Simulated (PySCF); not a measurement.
# SnB (quartet): the SCF solver's settings

Aim: find out which solver settings change the answer for SnB (quartet).

Method: method and basis as typed in the scripts; program: PySCF 2.14.0.

4 further runs of the same task are left out: 4 that didn't finish.

### Step 1. The starting structure

SnB (quartet): 2 atoms, charge 0, spin multiplicity 4.

Bond lengths: Sn1–B2 1.949 Å.

### Step 2. The base run

File input.py:

```python
from pyscf import gto, scf

mol = gto.M(
    atom='Sn 0 0 0; B 0 0 1.949',
    basis='sbkjc',
    ecp={'Sn': 'sbkjc', 'B': 'sbkjc'},
    charge=0,
    spin=3,
    verbose=4,
)
mf = scf.UHF(mol)
mf.kernel()
mf.dip_moment()
print('orbital energies (hartree):', [e[max(0, n-3):n+3].round(4) for e, n in zip(mf.mo_energy, mol.nelec)])
```

On the command line:

```
$ OMP_NUM_THREADS=1 python input.py
```

Its log is not repeated here.

In short: E(SCF) = -5.834508 Eh, 13 cycles, ⟨S²⟩ = 3.754, μ = 0.55 D.

The bond length is a typed value, not an optimised one. The quartet is typed in the script; nothing here shows that it is the ground state.

### Step 3. Initial guess chk

Variant 1 changes initial guess: minao → chk.

File input.py:

```python
from pyscf import gto, scf

mol = gto.M(
    atom='Sn 0 0 0; B 0 0 1.949',
    basis='sbkjc',
    ecp={'Sn': 'sbkjc', 'B': 'sbkjc'},
    charge=0,
    spin=3,
    verbose=4,
)
mf = scf.UHF(mol)
mf.init_guess = 'chk'
mf.kernel()
mf.dip_moment()
print('orbital energies (hartree):', [e[max(0, n-3):n+3].round(4) for e, n in zip(mf.mo_energy, mol.nelec)])
```

On the command line:

```
$ OMP_NUM_THREADS=1 python input.py
```

### Step 4. Initial guess atom

Variant 2 changes initial guess: minao → atom.

input.py, as its differences from that of step 2:

```diff
@@ -11,2 +11,3 @@
 mf = scf.UHF(mol)
+mf.init_guess = 'atom'
 mf.kernel()
```

### Step 5. Point-group symmetry on

Variant 3 changes point-group symmetry: off → on.

input.py, as its differences from that of step 2:

```diff
@@ -8,2 +8,3 @@
     spin=3,
+    symmetry=True,
     verbose=4,
```

**Question.** What will these runs give? Wanted: for each run, E(SCF); from base; gap, α spin; SCF dipole.

As calculated:

| run | E(SCF) (hartree) | from base (eV) | cycles | gap, α spin (eV) | SCF dipole (D) |
| --- | --- | --- | --- | --- | --- |
| base | -5.834508 | 0 | 13 | 9.38 | 0.55 |
| initial guess chk | -5.834508 | 0.0000 | 13 | 9.38 | 0.55 |
| initial guess atom | -5.834508 | 0.0000 | 12 | 9.38 | 0.55 |
| point-group symmetry on | -5.834508 | 0.0000 | 13 | 9.38 | 0.55 |

Distance from each run's final energy (log10 hartree) by cycle:

| run | cycle 1 | cycle 2 | cycle 3 | cycle 5 | cycle 8 | cycle 12 |
| --- | --- | --- | --- | --- | --- | --- |
| base | -1.1 | -1.6 | -1.9 | -2.6 | -5.3 | -9.9 |
| initial guess chk | -1.1 | -1.6 | -1.9 | -2.6 | -5.3 | -9.9 |
| initial guess atom | -1.5 | -1.9 | -2.1 | -3.0 | -6.9 | -11.0 |
| point-group symmetry on | -1.1 | -1.6 | -1.9 | -2.6 | -5.3 | -9.9 |

The SCF energy stays the same, to the digits that matter, with initial guess chk or initial guess atom or point-group symmetry on. PySCF falls back to minao for a guess that it doesn't know or can't read, so that run repeats the base. With initial guess chk, initial guess atom, point-group symmetry on the path hardly changes: 12 to 13 cycles against 13.
